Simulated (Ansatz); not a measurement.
# C2H8OSi: one species, many methods

An exercise on one series of results from a longer session: the logs are not shown, and one member is left open.

Computed with Ansatz 0.2.0, Gaussian basis. Level: functionals in def2-TZVPP, the program's frozen cores in correlated methods.

Levels to be run: LDA (SPW92), PBE-D4, revPBE-D4, BLYP-D4, r2SCAN-D4, B97M-V, PBE0-D4, B3LYP-D4, r2SCANh-D4, r2SCAN0-D4, HSE06-D4, BHLYP-D4, CAM-B3LYP-D4, LC-ωPBE, ωB97X-V, ωB97M-V, B2PLYP, PBE-QIDH; CCSD(T)/def2-SVP; CCSD(T)/def2-TZVPP; MP2/def2-QZVPP; extrapolation to the limit; RPA on PBE.

## The relaxed structure

An earlier PBE0-D4 in a triple-zeta def2 set relaxation fixed the geometry.

SMILES `CCO[SiH3]`, 12 atoms, charge 0, spin multiplicity 1.

Atoms are counted from 1 here; the program's logs count them from 0.

Bond lengths: C1–C2 1.508 Å, C1–H5 1.092 Å, C1–H6 1.093 Å, C1–H7 1.092 Å, C2–O3 1.416 Å, C2–H8 1.099 Å, C2–H9 1.099 Å, O3–Si4 1.642 Å, Si4–H10 1.491 Å, Si4–H11 1.491 Å, Si4–H12 1.481 Å. Angles: C2–C1–H5 110.5°, C2–C1–H6 110.4°, C2–C1–H7 110.5°, H5–C1–H6 108.5°, H5–C1–H7 108.3°, H6–C1–H7 108.5°, C1–C2–O3 109.3°, C1–C2–H8 110.3°, C1–C2–H9 110.3°, O3–C2–H8 109.8°, O3–C2–H9 109.8°, H8–C2–H9 107.3°, C2–O3–Si4 122.3°, O3–Si4–H10 111.0°, O3–Si4–H11 111.0°, O3–Si4–H12 106.6°, H10–Si4–H11 107.8°, H10–Si4–H12 110.2° and more.

As a file:

```xyz
12

C     0.1315    1.7657    0.7490
C    -0.4077    0.5550    0.0304
O     0.5559   -0.4814    0.0701
Si    0.2971   -1.9484   -0.6199
H     1.0503    2.1146    0.2738
H    -0.6000    2.5771    0.7285
H     0.3537    1.5248    1.7903
H    -0.6428    0.8054   -1.0130
H    -1.3394    0.2157    0.5033
H     0.0562   -1.8135   -2.0847
H    -0.8930   -2.6166   -0.0209
H     1.5151   -2.7537   -0.3731
```

The first run:

The input, in.yaml:

```yaml
crystal:
  periodic: [false, false, false]
  atoms:
    - {symbol: C, position_ang: [0.131538, 1.765746, 0.749030]}
    - {symbol: C, position_ang: [-0.407678, 0.554967, 0.030435]}
    - {symbol: O, position_ang: [0.555925, -0.481401, 0.070074]}
    - {symbol: Si, position_ang: [0.297075, -1.948449, -0.619923]}
    - {symbol: H, position_ang: [1.050345, 2.114632, 0.273831]}
    - {symbol: H, position_ang: [-0.600016, 2.577067, 0.728544]}
    - {symbol: H, position_ang: [0.353741, 1.524811, 1.790336]}
    - {symbol: H, position_ang: [-0.642809, 0.805411, -1.013002]}
    - {symbol: H, position_ang: [-1.339384, 0.215703, 0.503286]}
    - {symbol: H, position_ang: [0.056202, -1.813453, -2.084654]}
    - {symbol: H, position_ang: [-0.893034, -2.616628, -0.020872]}
    - {symbol: H, position_ang: [1.515095, -2.753706, -0.373083]}
basis:
  gaussian: {orbitals: def2-TZVPP}
hamiltonian: {xc: lda}
output: {orbitals: {seedname: orbitals}}
```

The run is started by

```
$ ansatz run in.yaml --threads 4 --pin off --events-out ev --progress --plain --max-ram 10444MiB
```

Among the steps run: LDA; PBE-D4 (GGA); revPBE-D4 (GGA); BLYP-D4 (GGA); r2SCAN-D4 (meta-GGA); B97M-V (meta-GGA); B3LYP-D4 (hybrid); r2SCANh-D4 (hybrid); r2SCAN0-D4 (hybrid); HSE06-D4 (hybrid); BHLYP-D4 (hybrid); CAM-B3LYP-D4 (range-separated); LC-ωPBE (range-separated); ωB97X-V (range-separated); ωB97M-V (range-separated); B2PLYP (double hybrid); PBE-QIDH (double hybrid).

One table of the session follows, with a row left open; its other results are not shown here.

It belongs to the step «Frontier levels by functional». 

```
  functional  HOMO (eV)  LUMO (eV)  gap (eV)
 LDA (SPW92)      -6.68      -0.78      5.90
      PBE-D4      -6.59      -0.51      6.08
   revPBE-D4      -6.55      -0.39      6.16
     BLYP-D4      -6.52      -0.38      6.13
   r2SCAN-D4      -6.91      -0.05      6.87
      B97M-V          ?          ?         ?
     PBE0-D4      -8.10       0.36      8.46
    B3LYP-D4      -7.88       0.13      8.02
  r2SCANh-D4      -7.48       0.24      7.72
  r2SCAN0-D4      -8.33       0.65      8.98
    HSE06-D4      -7.69      -0.01      7.68
    BHLYP-D4      -9.57       1.19     10.76
CAM-B3LYP-D4      -9.55       1.31     10.86
     LC-ωPBE     -10.87       2.51     13.38
     ωB97X-V     -10.56       2.35     12.91
     ωB97M-V     -10.47       2.00     12.47
```

Q: Estimate the row for B97M-V from the others.

The run gave: HOMO (eV): -7.10; LUMO (eV): -0.36; gap (eV): 6.74. In the column «HOMO (eV)» it lies between r2SCANh-D4 (-7.48) and r2SCAN-D4 (-6.91).
